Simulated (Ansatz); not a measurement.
Write the native input for Ansatz 0.2.0 that does the following.

| Quantity | Value |
| --- | --- |
| Task | relaxation of cell and atoms |
| Functional | PBE |
| Potentials or basis | Ansatz PAW |
| Cutoff | 420 eV (not typed: the program's choice for these potentials) |
| k mesh | 5 × 5 × 2 |
| Occupations | fermi-dirac, width 0.05 eV |
| Spin | no spin polarisation |
| Target pressure | 5 GPa |
| Target pressure (GPa) | 5 |

The system is Ge2Sb2Te5.

```
CELL_PARAMETERS angstrom
4.29406 0.00000 0.00000
-2.14703 3.71877 0.00000
0.00000 0.00000 17.10135
ATOMIC_POSITIONS crystal
Te 0.66667 0.33333 0.41989
Te 0.33333 0.66667 0.58011
Te 0.33333 0.66667 0.20154
Te 0.66667 0.33333 0.79846
Te 0.00000 0.00000 0.00000
Sb 0.00000 0.00000 0.32007
Sb 0.00000 0.00000 0.67993
Ge 0.66667 0.33333 0.10290
Ge 0.33333 0.66667 0.89711
```

The cell comes from a database or a generator and needn't be the stable form of this composition.

The input as run:

input.yaml

```yaml
crystal:
  lattice:
    - [4.2940644248, 0.0, 0.0]
    - [-2.1470322124, 3.7187688774, 0.0]
    - [0.0, 0.0, 17.101346]
  atoms:
    - { symbol: Te, position: [0.6666666667, 0.3333333333, 0.419892] }
    - { symbol: Te, position: [0.3333333333, 0.6666666667, 0.580108] }
    - { symbol: Te, position: [0.3333333333, 0.6666666667, 0.201542] }
    - { symbol: Te, position: [0.6666666667, 0.3333333333, 0.798458] }
    - { symbol: Te, position: [0.0, 0.0, 0.0] }
    - { symbol: Sb, position: [0.0, 0.0, 0.320068] }
    - { symbol: Sb, position: [0.0, 0.0, 0.679932] }
    - { symbol: Ge, position: [0.6666666667, 0.3333333333, 0.102895] }
    - { symbol: Ge, position: [0.3333333333, 0.6666666667, 0.897105] }
hamiltonian:
  xc: pbe
  pseudopotentials: { kind: paw }
kpoints:
  mp_grid: { grid: [5, 5, 2] }
scf:
  occupations: { method: fermi_dirac, width: 0.05 }
output:
  forces: true
  stress: true
  eigenvalues: true
relax:
  f_tol: 0.01
  max_steps: 40
  cell: { stress_tol: 0.05, p_target: 5.0 }
```

Potentials or basis: Ansatz PAW.

Command:

```bash
$ ansatz run input.yaml --threads 4 --pin off --max-ram 11264MiB --backend cpu --events-out ev --progress --plain --runs-dir out
```

It gave:

| Property | Result |
| --- | --- |
| Relaxed volume | 27.78 Å³/atom |
| Relaxed cell | a = 4.166 Å, b = 4.166 Å, c = 16.631 Å, α = 90.00°, β = 90.00°, γ = 120.00° |
| Space group after relaxing (to 0.05 Å) | P-3m1 (No. 164) |
| Energy change on relaxing (the enthalpy is what falls) | +39.8 meV/atom |
| Ionic steps | 6 |
| Pressure after relaxing | 5.0 GPa |
| Largest force after relaxing | 0.004 eV/Å |
| Band gap on the k mesh | none (metal or under the smearing width) |

Caveat: the plane-wave basis is chosen anew once the cell has moved, so the energies of steps on either side of that aren't comparable.

Wall time 25 s on 4 threads of Arm Neoverse V1, with other jobs on the host, peak memory 0.92 GiB.
